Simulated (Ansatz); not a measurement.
The system is Mg3Te.

```xyz
4
Lattice="-2.1394 2.1394 5.2825 2.1394 -2.1394 5.2825 2.1394 2.1394 -5.2825" Properties=species:S:1:pos:R:3 pbc="T T T"
Te    0.0000    0.0000    0.0000
Mg    2.1394    0.0000    2.6412
Mg    0.0000    2.1394    2.6412
Mg    0.0000    0.0000    5.2825
```

The cell comes from a database or a generator and needn't be the stable form of this composition.

| Quantity | Value |
| --- | --- |
| Program | Ansatz 0.2.0 |
| Task | relaxation of cell and atoms |
| Functional | PBEsol |
| Dispersion | D4 |
| Potentials or basis | Ansatz PAW |
| Cutoff | 420 eV (not typed: the program's choice for these potentials) |
| k mesh | 9 × 9 × 9 |
| Occupations | fermi-dirac, width 0.05 eV |
| Spin | no spin polarisation |

At the start: volume 24.18 Å³/atom.

Problem. How do energy, volume and symmetry change on relaxing?

Solution. It ends after 6 steps and the volume is 22.81 Å³/atom (-5.7 %); space group I4/mmm (No. 139, to 0.05 Å).

The path:
| step | energy change (eV) | largest force (eV/Å) | volume (Å³) |
| --- | --- | --- | --- |
| 1 | 0.0000 | 0.0000 | 96.71 |
| 2 | -0.0329 | 0.0000 | 91.99 |
| 3 | -0.0360 | 0.0000 | 91.38 |
| 4 | -0.0383 | 0.0000 | 90.94 |
| 5 | -0.0391 | 0.0000 | 91.23 |
| 6 | -0.0387 | 0.0000 | 91.23 |

Final structure:
```
Te Mg
1.0
    -2.12748    2.12748    5.03897
     2.12748   -2.12748    5.03897
     2.12748    2.12748   -5.03897
Te Mg
1 3
Direct
  0.00000 0.00000 0.00000
  0.25000 0.75000 0.50000
  0.75000 0.25000 0.50000
  0.50000 0.50000 0.00000
```

Caveat: the plane-wave basis is chosen anew once the cell has moved, so the energies of steps on either side of that aren't comparable; pairwise dispersion overbinds metals, which lowers pressure and volume; the PAW data sets come from PBE, with cores solved anew for the run's functional, which leaves a small shift of forces and pressure.
